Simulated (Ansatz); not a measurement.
**C₂H₇AlGe: one species, many methods**

Aim: compute C₂H₇AlGe with functionals from several rungs and with coupled cluster. The yardstick is the atomisation energy at the CCSD(T) limit.

The runs use Ansatz 0.2.0, Gaussian basis; functionals in def2-TZVPP, the program's frozen cores in correlated methods.

Plan: PBE-D4, r2SCAN-D4, PBE0-D4, B3LYP-D4, ωB97X-V, ωB97M-V, B2PLYP; CCSD(T)/def2-TZVPP; MP2/def2-QZVPP; extrapolation to the limit.

**1. Structure used throughout**

An earlier PBE0-D4 in a triple-zeta def2 set relaxation fixed the geometry.

SMILES `C=[C]([AlH2])[GeH3]`, 11 atoms, charge 0, spin multiplicity 1.

Atoms are counted from 1 here; the program's logs count them from 0.

Bond lengths: C1–C2 1.340 Å, C1–H5 1.092 Å, C1–H6 1.091 Å, C2–Al3 1.942 Å, C2–Ge4 1.945 Å, Al3–H7 1.589 Å, Al3–H8 1.587 Å, Ge4–H9 1.542 Å, Ge4–H10 1.540 Å, Ge4–H11 1.540 Å. Angles: C2–C1–H5 123.4°, C2–C1–H6 122.0°, H5–C1–H6 114.6°, C1–C2–Al3 116.5°, C1–C2–Ge4 118.7°, Al3–C2–Ge4 124.8°, C2–Al3–H7 117.0°, C2–Al3–H8 121.3°, H7–Al3–H8 121.7°, C2–Ge4–H9 109.6°, C2–Ge4–H10 110.5°, C2–Ge4–H11 110.5°, H9–Ge4–H10 109.3°, H9–Ge4–H11 109.3°, H10–Ge4–H11 107.7°.

**2. PBE-D4 (GGA)**

Input file in.yaml:

```yaml
crystal:
  periodic: [false, false, false]
  atoms:
    - {symbol: C, position_ang: [0.488470, 1.209074, 0.887298]}
    - {symbol: C, position_ang: [0.159742, 0.109141, 0.195829]}
    - {symbol: Al, position_ang: [1.115914, -1.519290, 0.650210]}
    - {symbol: Ge, position_ang: [-1.217620, 0.243139, -1.170620]}
    - {symbol: H, position_ang: [0.022146, 2.182599, 0.724277]}
    - {symbol: H, position_ang: [1.253160, 1.196499, 1.665640]}
    - {symbol: H, position_ang: [2.208538, -1.417620, 1.798932]}
    - {symbol: H, position_ang: [0.815769, -2.887646, -0.095732]}
    - {symbol: H, position_ang: [-1.744339, 1.690925, -1.235045]}
    - {symbol: H, position_ang: [-2.385390, -0.709869, -0.853394]}
    - {symbol: H, position_ang: [-0.650989, -0.153952, -2.546795]}
basis:
  gaussian: {orbitals: def2-TZVPP}
hamiltonian: {xc: pbe, dispersion: d4}
output: {forces: true, orbitals: {seedname: orbitals}}
```

Run with:

```bash
$ ansatz run in.yaml --threads 4 --pin off --events-out ev --progress --plain --max-ram 10444MiB
```

After this run come: r2SCAN-D4 (meta-GGA); PBE0-D4 (hybrid); B3LYP-D4 (hybrid); ωB97X-V (range-separated); ωB97M-V (range-separated); B2PLYP (double hybrid); CCSD(T) in def2-TZVPP; MP2 in def2-QZVPP.

Q: Predict the results of all the runs planned. Wanted: atomisation energy, CCSD(T)/CBS; farthest; mean size of error, hybrid; mean size of error, range-separated; gap, smallest and largest; T1 diagnostic; triples share of the correlation energy.

**Answer**, as computed:

| quantity | value |
| --- | --- |
| atomisation energy, CCSD(T)/CBS | 3552.0 kJ/mol |
| functionals within 35.5 kJ/mol (1.0 %) | PBE-D4, r2SCAN-D4, PBE0-D4, B3LYP-D4, ωB97X-V, ωB97M-V |
| farthest | B2PLYP (-53.5 kJ/mol) |
| mean size of error, hybrid | 23.9 kJ/mol |
| mean size of error, range-separated | 9.6 kJ/mol |
| gap, smallest and largest | 3.82 eV (PBE-D4), 10.08 eV (ωB97X-V) |
| T1 diagnostic | 0.0118 |
| triples share of the correlation energy | 3.9 % |

In words: PBE-D4 is off by -0.4 kJ/mol. Double hybrids carry the basis error of their MP2 part in triple zeta, and no dispersion term here, so their miss is partly the set-up's. Misses under about 35.5 kJ/mol are within the doubt on the reference itself, which lacks core-valence correlation, relativity and higher excitations, and its outer-core shells are covered unevenly. Hartree-Fock recovers 75 % of the binding; the rest is correlation. The gap grows from 3.8 to 10.1 eV across the functionals, mostly with the share of exact exchange. Correlated methods include outer-core shells of Ge, which these sets cover unevenly.
